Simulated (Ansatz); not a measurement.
# ClFHIn: the cost of one run

The runs use Ansatz 0.2.0, Gaussian basis; single points with forces in def2-TZVPP.

Levels: PBE-D4, r2SCAN-D4, PBE0-D4, wB97M-V, Hartree-Fock, MP2, CCSD, CCSD(T). Each coordinate is moved by a Gaussian draw of the width named (0.7 of it for atoms other than hydrogen): 0.12, 0.12, 0.06, 0.09 Å.

Cores are frozen in the correlated methods. Filled d shells of the heavier atoms are correlated. Core potentials replace the inner electrons past krypton, and spin-orbit coupling is left out.

30 further runs of the same task are left out: 30 set aside as unsound or not needed.

### Step 1. Where the work starts

SMILES `[F][InH][Cl]`, 4 atoms, charge 0, spin multiplicity 1.

Atoms are counted from 1 here; the program's logs count them from 0.

Bond lengths: F1–In2 1.899 Å, In2–Cl3 2.592 Å, In2–H4 1.763 Å. Angles: F1–In2–Cl3 98.8°, F1–In2–H4 107.9°, Cl3–In2–H4 124.3°.

As a file:

```xyz
4

F    -1.4101   -0.0698    0.9743
In   -0.2014   -0.1303   -0.4897
Cl    1.7682   -1.3493    0.6735
H    -0.1012    1.4890   -1.1784
```

### Step 2. A first relaxation in a small basis

pre/in.yaml

```yaml
crystal:
  periodic: [false, false, false]
  atoms:
    - {symbol: F, position_ang: [-1.410100, -0.069800, 0.974300]}
    - {symbol: In, position_ang: [-0.201400, -0.130300, -0.489700]}
    - {symbol: Cl, position_ang: [1.768200, -1.349300, 0.673500]}
    - {symbol: H, position_ang: [-0.101200, 1.489000, -1.178400]}
basis:
  gaussian: {orbitals: def2-SVP}
hamiltonian: {xc: pbe, dispersion: d4}
relax: {f_tol: 0.03, max_steps: 250}
```

Started as:

```bash
> ansatz run in.yaml --threads 2 --pin off --events-out ev --progress --plain --max-ram 4352MiB
```

**Question.** How long does this run take on 2 threads of Arm Neoverse V2, shared host, and how much memory does it need?

About 4.9 s, with a peak of 0.13 GiB.
